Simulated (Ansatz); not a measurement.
**Cl2H2O2Si: rigid torsion scan in Python**

Wanted for Cl2H2O2Si: a rigid torsion scan. SMILES: O[Si](O)(Cl)Cl.

Program: Ansatz 0.2.0, driven from Python. Level of theory: PBE/def2-SVP. These are calculated values, not measurements.

## (1) The structure

Bond lengths: O1–Si2 1.614 Å, Si2–O3 1.613 Å, Si2–Cl4 1.970 Å, Si2–Cl5 2.031 Å, O1–H6 1.044 Å, O3–H7 1.018 Å. Angles: O1–Si2–O3 109.9°, O1–Si2–Cl4 111.3°, O1–Si2–Cl5 109.3°, O3–Si2–Cl4 108.9°, O3–Si2–Cl5 109.3°, Cl4–Si2–Cl5 108.2°, Si2–O1–H6 112.3°, Si2–O3–H7 115.4°.

No structure file is read: the coordinates are typed or built in the script.

## (2) The script

The input, torsion_cl2h2o2si.py:

```python
# -*- coding: utf-8 -*-
"""Energy of Cl2H2O2Si as one group turns about a bond."""

import ansatz as az
from ase import Atoms

SETTINGS = {
    "basis_set": "def2-SVP",
    "functional": "pbe",
    "force_tol": 0.02,
}

atoms = Atoms(["O", "Si", "O", "Cl", "Cl", "H", "H"], positions=[
    [-0.8055, 0.3817, 1.0716],
    [-0.0075, -0.0624, -0.2587],
    [1.1107, -1.1628, 0.115],
    [-1.2288, -0.8241, -1.6044],
    [0.8977, 1.5624, -1.0736],
    [-1.6656, 0.9307, 0.8527],
    [1.7602, -0.8934, 0.8517],
])

# relax first, so that the scan starts from a minimum
first = (
    az.Crystal.molecule_from_ase(atoms).calculation()
    .basis(gaussian=SETTINGS["basis_set"])
    .functional(SETTINGS["functional"])
    .accuracy("medium")
    .relax(force_tolerance=SETTINGS["force_tol"], max_steps=80)
)
atoms.positions = first.run(threads=1, pin="off").report["positions_ang"]

start = atoms.get_dihedral(2, 1, 0, 5)
energies = {}
for turn in range(0, 360, 30):
    turned = atoms.copy()
    turned.set_dihedral(2, 1, 0, 5, start + turn, indices=[0, 5])
    model = (
        az.Crystal.molecule_from_ase(turned).calculation()
        .basis(gaussian=SETTINGS["basis_set"])
        .functional(SETTINGS["functional"])
        .accuracy("medium")
    )
    energies[round((start + turn) % 360)] = model.run(threads=1, pin="off").report["free_energy_ev"]
floor = min(energies.values())
print("dihedral O2-Si1-O0-H5 (deg)   E - E(min) (kcal/mol)")
for angle, e in sorted(energies.items()):
    print(f"{angle:8d} {23.060548 * (e - floor):14.3f}  " + "#" * int(30 * (e - floor) / max(max(energies.values()) - floor, 1e-9)))
```

## (3) The calls as engine input

The package turns the script's settings into the engine's input (first run):

```yaml
crystal:
  periodic: [false, false, false]
  atoms:
    - { symbol: O, position_ang: [-0.8055, 0.3817, 1.0716] }
    - { symbol: Si, position_ang: [-0.0075, -0.0624, -0.2587] }
    - { symbol: O, position_ang: [1.1107, -1.1628, 0.115] }
    - { symbol: Cl, position_ang: [-1.2288, -0.8241, -1.6044] }
    - { symbol: Cl, position_ang: [0.8977, 1.5624, -1.0736] }
    - { symbol: H, position_ang: [-1.6656, 0.9307, 0.8527] }
    - { symbol: H, position_ang: [1.7602, -0.8934, 0.8517] }
accuracy: medium
basis:
  gaussian:
    orbitals: def2-SVP
hamiltonian:
  xc: pbe
relax:
  f_tol: 0.02
  max_steps: 80
```

## (4) Launch

Launch:

```bash
python torsion_cl2h2o2si.py
```

The program printed:

```text
dihedral O2-Si1-O0-H5 (deg)   E - E(min) (kcal/mol)
      16          3.923  ############################
      46          4.194  ##############################
      76          3.325  #######################
     106          1.811  ############
     136          0.483  ###
     166          0.000
     196          0.337  ##
     226          0.933  ######
     256          1.284  #########
     286          1.435  ##########
     316          1.827  #############
     346          2.796  ###################
```

Wall time 54 s (1 thread of Arm Neoverse V2, shared host); peak memory 0.2 GiB.

## (5) The relaxation of run 0, step by step

Relaxation path:

| step | E - E(step 1) (eV) | largest force component (eV/Å) |
| --- | --- | --- |
| 1 | 0.0000 | 3.1781 |
| 2 | -0.3022 | 1.1935 |
| 3 | -0.3338 | 0.3107 |
| 4 | -0.3380 | 0.0746 |
| 5 | -0.3400 | 0.1529 |
| 6 | -0.3401 | 0.1662 |
| 7 | -0.3440 | 0.0346 |
| 8 | -0.3446 | 0.0188 |
| 9 | -0.3444 | 0.2049 |
| 10 | -0.3449 | 0.0217 |
| 11 | -0.3449 | 0.1015 |
| 12 | -0.3453 | 0.0061 |

Step 1 is the start. Step 9 was tried and not accepted.

Before: Bond lengths: O1–Si2 1.614 Å, Si2–O3 1.613 Å, Si2–Cl4 1.970 Å, Si2–Cl5 2.031 Å, O1–H6 1.044 Å, O3–H7 1.018 Å. Angles: O1–Si2–O3 109.9°, O1–Si2–Cl4 111.3°, O1–Si2–Cl5 109.3°, O3–Si2–Cl4 108.9°, O3–Si2–Cl5 109.3°, Cl4–Si2–Cl5 108.2°, Si2–O1–H6 112.3°, Si2–O3–H7 115.4°.

After: Bond lengths: O1–Si2 1.659 Å, Si2–O3 1.651 Å, Si2–Cl4 2.055 Å, Si2–Cl5 2.075 Å, O1–H6 0.974 Å, O3–H7 0.974 Å. Angles: O1–Si2–O3 108.8°, O1–Si2–Cl4 112.7°, O1–Si2–Cl5 109.0°, O3–Si2–Cl4 106.2°, O3–Si2–Cl5 112.3°, Cl4–Si2–Cl5 107.9°, Si2–O1–H6 115.9°, Si2–O3–H7 114.9°.

Run 0 is this relaxation; the runs after it count from 1.

## (6) Run by run

One row for each of the 12 runs:

```tsv
run	turn (°)	energy from run 1 (eV)	SCF cycles	CPU time (s)
1	0	0.0000	15	1.7
2	30	0.0146	15	1.7
3	60	0.0405	15	1.7
4	90	0.0557	16	1.9
5	120	0.0622	16	1.9
6	150	0.0792	15	1.7
7	180	0.1212	16	1.9
8	210	0.1701	16	1.9
9	240	0.1819	16	1.9
10	270	0.1442	16	1.9
11	300	0.0785	15	1.7
12	330	0.0210	15	1.7
```

## (7) Summary of results

| quantity | value |
| --- | --- |
| runs compared | 12 |
| range of energy | 0.182 eV |
| lowest point, turn (°) | 0 |

In words: The lowest point lies at a turn of 0°, the highest 0.182 eV (17.5 kJ/mol) above it at 240°. The rest of the molecule is held rigid, so the true barrier is lower. Run 0: The relaxation took 10 moves; the largest shift is 0.326 Å, of atom 6 (H). The settings weren't tested for convergence. The scan is rigid, so its barriers lie above those of a relaxed path; they are electronic energies in a modest basis. With rigid groups the curve can differ much from the relaxed barrier, and equivalent turns needn't return to the same energy.
